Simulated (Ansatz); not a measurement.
# CHBrF+: functionals against CCSD(T) at one geometry

One table from this session's results is given with a row withheld; the runs are named, their logs left out.

Method: single points in def2-TZVPP; program: Ansatz 0.2.0, Gaussian basis.

Cores are frozen in the correlated methods. Filled d shells of the heavier atoms are correlated. B3LYP uses VWN-RPA correlation.

### Where the work starts

SMILES `F[CH+]Br`, 4 atoms, charge 1, spin multiplicity 1.

Atoms are counted from 1 here; the program's logs count them from 0.

Bond lengths: F1–C2 1.361 Å, C2–Br3 1.712 Å, C2–H4 1.134 Å. Angles: F1–C2–Br3 121.8°, F1–C2–H4 110.1°, Br3–C2–H4 127.1°.

Coordinates:

```
F    -1.2424   -0.3880    0.3800
C    -0.0402    0.0508   -0.0831
Br    1.4384   -0.5731    0.5117
H    -0.1831    0.9731   -0.7281
```

Set-up of the first run:

run/in.yaml

```yaml
crystal:
  periodic: [false, false, false]
  atoms:
    - {symbol: F, position_ang: [-1.242400, -0.388000, 0.380000]}
    - {symbol: C, position_ang: [-0.040200, 0.050800, -0.083100]}
    - {symbol: Br, position_ang: [1.438400, -0.573100, 0.511700]}
    - {symbol: H, position_ang: [-0.183100, 0.973100, -0.728100]}
basis:
  gaussian: {orbitals: def2-TZVPP}
total_charge: 1
correlation: {method: ccsd_t}
output: {forces: true}
```

No record of the launch command was kept for these runs.

Among the steps run: CCSD(T)/def2-TZVPP; PBE0-D4/def2-TZVPP; wB97M-V/def2-TZVPP; r2SCAN-D4/def2-TZVPP; PBE-D4/def2-TZVPP; B3LYP-D4/def2-TZVPP; wB97X-V/def2-TZVPP.

One of the session's tables, all rows but one given; the rest of the session is left out.

| method | RMS force component (eV/Å) | angle to CCSD(T) forces (°) |
| --- | --- | --- |
| CCSD(T) | 1.918 | reference |
| PBE0-D4 | 1.992 | 5.3 |
| wB97M-V | 1.951 | 3.8 |
| r2SCAN-D4 | 1.862 | 1.1 |
| PBE-D4 | 1.735 | 5.5 |
| B3LYP-D4 | 1.911 | 1.1 |
| wB97X-V | ? | ? |

**Question.** Estimate the row for wB97X-V.

The run gave: RMS force component (eV/Å): 1.949; angle to CCSD(T) forces (°): 4.6. In the column «RMS force component (eV/Å)» it lies between CCSD(T) (1.918) and wB97M-V (1.951).
